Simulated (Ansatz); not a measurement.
**Al4Si: from the listed structure to its properties**

The task here is to estimate one member of a computed series from the others.

Computed with Ansatz 0.2.0 (DFT r2SCAN, scalar-relativistic, plane waves, PAW, unless a step's input says otherwise).

**Starting point**

Symmetry: R-3m, No. 166, trigonal system. Conventional cell: a = 2.845 Å, b = 2.845 Å, c = 34.086 Å, α = 90.00°, β = 90.00°, γ = 120.00°. Around Al (site symmetry 3m) lie 3 Si at 2.73 Å and 9 Al at 2.84 to 2.85 Å. Al (site symmetry 3m) is surrounded by 12 Al at 2.84 to 2.88 Å. Around Si (site symmetry -3m) lie 6 Al at 2.73 Å.

Structure file:

```cif
data_structure
_symmetry_space_group_name_H-M 'P 1'
_symmetry_Int_Tables_number 1
_cell_length_a 11.4802
_cell_length_b 11.4802
_cell_length_c 11.4802
_cell_angle_alpha 14.237
_cell_angle_beta 14.237
_cell_angle_gamma 14.237
_cell_volume 79.66
loop_
_atom_site_label
_atom_site_type_symbol
_atom_site_fract_x
_atom_site_fract_y
_atom_site_fract_z
_atom_site_occupancy
Al1 Al 0.39728 0.39728 0.39728 1
Al2 Al 0.79863 0.79863 0.79863 1
Al3 Al 0.20137 0.20137 0.20137 1
Al4 Al 0.60272 0.60272 0.60272 1
Si1 Si 0.00000 0.00000 0.00000 1
```

Source of the structure: the Materials Project (structure only).

The first run:

(A quick probe on a coarse mesh, which set the mesh and smearing, is not shown.)

input.yaml

```yaml
crystal:
  lattice:
    - [1.422635039, 0.8213587228, 11.3620437036]
    - [-1.422635039, 0.8213587228, 11.3620437036]
    - [0.0, -1.6427174455, 11.3620437036]
  atoms:
    - { symbol: Al, position: [0.397277, 0.397277, 0.397277] }
    - { symbol: Al, position: [0.79863, 0.79863, 0.79863] }
    - { symbol: Al, position: [0.20137, 0.20137, 0.20137] }
    - { symbol: Al, position: [0.602723, 0.602723, 0.602723] }
    - { symbol: Si, position: [0.0, 0.0, 0.0] }
basis:
  ecutwfc: 500
kpoints:
  mp_grid: { grid: [15, 15, 15] }
hamiltonian:
  xc: r2scan
scf:
  occupations: { method: gaussian, width: 0.1 }
output:
  forces: true
  stress: true
  eigenvalues: true
relax:
  adjacent_minimum: "off"
  f_tol: 0.005
  max_steps: 80
  cell: { stress_tol: 0.05 }
```

Among the steps run: Relaxing cell and atoms; Static run: bands, density of states and charges; Point at V/V0 = 0.97; The cell scaled to 1.03 of its volume; The cell scaled to 0.94 of its volume; The cell scaled to 1.06 of its volume.

One table of the session follows, with a row left open; its other results are not shown here.

It belongs to the step «Fit of the equation of state». 

| volume (Å³/atom) | energy above the lowest point (meV/atom) | pressure (GPa) |
| --- | --- | --- |
| 14.533 | 17.7 | 6.50 |
| 14.997 | 4.2 | 2.98 |
| 15.460 | 0.0 | 0.00 |
| 15.924 | ? | ? |
| 16.388 | 14.3 | -4.66 |

**Question.** Estimate the row for volume (Å³/atom) = 15.924.

Worked estimate for «energy above the lowest point (meV/atom)». A straight line through the neighbours (15.460, 0.0) and (16.388, 14.3) gives 0.0 + (14.3 − 0.0) × (15.924 − 15.460) / (16.388 − 15.460) = 7.1; a parabola fitted to 3 rows on both sides gives 3.4.

The run gave: energy above the lowest point (meV/atom): 3.8; pressure (GPa): -2.53. In «energy above the lowest point (meV/atom)» the line misses by +3.3 and the parabola by -0.4.
